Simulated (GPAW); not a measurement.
The system is SiF.

```xyz
2
Lattice="3.0286 0.0000 0.0000 0.0000 3.0286 0.0000 0.0000 0.0000 3.0286" Properties=species:S:1:pos:R:3 pbc="T T T"
Si    1.5143    1.5143    1.5143
F     0.0000    0.0000    0.0000
```

The cell was built by a generator and needn't be a form met in nature.

Program: GPAW 26.7.0. Alike in all runs: task band structure; no spin polarisation; cell as given; k mesh 9 × 9 × 9; cutoff (eV) 800; smearing fermi-dirac 0.05 eV.

Problem. Order these runs on this cell by their pressure, lowest first.
A. level PW91; potentials or basis PAW data sets generated in the run's folder for this functional, pw
B. level RPBE; potentials or basis the program's PAW data sets (release 1.2.1) made for this functional, pw
C. level LDA; potentials or basis the program's PAW data sets (release 1.2.1) made for this functional, pw
D. level PBEsol; potentials or basis PAW data sets generated in the run's folder for this functional, pw
E. level SCAN; potentials or basis GPAW PAW data sets (gpaw-data 1.2.1), pw

Solution. C (-6.8 GPa), D (-4.6 GPa), E (-2.3 GPa), A (-0.7 GPa), B (1.7 GPa).

Caveats: an odd number of electrons without spin polarisation forces a metal; a magnetic or distorted state may lie lower; the PAW data sets were made with another functional, which shifts forces and pressure a little (some runs).

Not every run made on this cell is shown here.
